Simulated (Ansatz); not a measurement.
Task: a projected density of states of GaFe₃, space group Pm-3m, with the Ansatz DFT code, driven from Python. Give the script and its output. Settings: r2SCAN, PAW, cutoff 571 eV, 7×7×7 k-points, Fermi-Dirac smearing of 0.05 eV, collinear spin, D3BJ dispersion.

```
Ga Fe
1.0
     3.70100    0.00000    0.00000
     0.00000    3.70100    0.00000
     0.00000    0.00000    3.70100
Ga Fe
1 3
Direct
  0.00000 0.00000 0.00000
  0.00000 0.50000 0.50000
  0.50000 0.00000 0.50000
  0.50000 0.50000 0.00000
```

Script `run_pdos.py`:
```python
"""Projected density of states of GaFe3."""

import warnings

import ansatz
from ase import Atoms
import numpy as np

VDW = "d3bj"
K_LENGTH = 27
OCCUPATIONS = "fermi_dirac"
SMEARING_WIDTH = 0.05
N_EMPTY = 14


def main() -> None:
    warnings.simplefilter("ignore", ansatz.DeckWarning)

    atoms = Atoms(
        ["Ga", "Fe", "Fe", "Fe"],
        scaled_positions=[
            [0.0, 0.0, 0.0],
            [0.0, 0.5, 0.5],
            [0.5, 0.0, 0.5],
            [0.5, 0.5, 0.0],
        ],
        cell=[
            [3.701, 0.0, 0.0],
            [0.0, 3.701, 0.0],
            [0.0, 0.0, 3.701],
        ],
        pbc=True,
    )
    atoms.set_initial_magnetic_moments([0.0, 3.5, 3.5, 3.5])
    crystal = ansatz.Crystal.from_ase(atoms)

    base = (
        crystal.calculation()
        .functional(ansatz.Functional.R2SCAN, dispersion=VDW)
        .basis(21 * ansatz.Ha, xc_grid=3)
        .kpoints(length=K_LENGTH)
        .occupations(OCCUPATIONS, width=SMEARING_WIDTH)
        .spin("collinear")
        .mixing("anderson")
        .scf(extra_bands=N_EMPTY)
        .density_of_states(projected=True, energy_step=0.05)
    )
    result = base.run()
    summary = result.report

    dos = result.density_of_states()
    energy = np.asarray(dos.energies_ev) - dos.fermi_ev
    curves = {}
    for site in result.projected_density_of_states().sites:
        for shell in site.shells:
            weight = sum(np.sum(curve.g_bin_mean_per_ev, axis=0) for curve in shell.curves)
            name = f"{site.species} {shell.label}"
            curves[name] = curves.get(name, 0) + weight

    step = energy[1] - energy[0]
    windows = [(-6, -3), (-3, 0), (0, 6)]
    print("states by shell in windows of E - E_F (eV):", windows)
    for name, g in curves.items():
        print(f"{name:8s}", " ".join(f"{step * g[(energy >= a) & (energy < b)].sum():8.3f}" for a, b in windows))
    filled = (energy < 0) & (energy > -6)
    for name, g in curves.items():
        if g[filled].sum() * step > 0.5:
            print(f"centre of {name}: {np.average(energy[filled], weights=g[filled]):.2f} eV")


if __name__ == "__main__":
    main()
```

```console
$ python run_pdos.py
states by shell in windows of E - E_F (eV): [(-6, -3), (-3, 0), (0, 6)]
Ga 4S       0.184    0.161    0.408
Ga 4P       1.336    0.970    1.856
Ga 3D       0.017    0.019    0.011
Fe 3S       0.019    0.004    0.014
Fe 4S       0.749    0.573    0.954
Fe 3P       0.029    0.022    0.011
Fe 3D       7.369   12.720    8.933
centre of Ga 4P: -3.42 eV
centre of Fe 4S: -3.57 eV
centre of Fe 3D: -2.60 eV
```

Caveats:
- The settings weren't tested for convergence.
- The magnetic order follows from the starting moments and needn't be the lowest.
- The dispersion term runs with damping parameters of another functional.
- Dispersion corrections can be off by several per cent in the lattices of metals, and by several GPa in the pressure at a fixed cell.
- The mesh is modest for a metal, so energies can be off by several to tens of meV an atom and pressures by half a GPa or more; differences at equal mesh fare better.
- r2SCAN tends to overestimate the moments of itinerant magnets.
- The structure is a deposited one; some such entries were measured under pressure or heat, so a shift against it needn't be the functional's error alone.
- Curves are summed over the cell's atoms. Only shells that the potentials hold have channels, so projections don't add up to the total, least of all where a shell is missing (p of most metals); heights and places of peaks move with the mesh.
- The density of states is complete only as far up as bands were computed.
- A band centre counts only the states inside the window taken.
- The script silences the warnings on its input, which a real study should read.
- Hardware and time: 30 s on 1 thread of Arm Neoverse V1 (shared host), peak memory 0.56 GiB.

(Lines on the test bed's own set-up are left out of the output.)
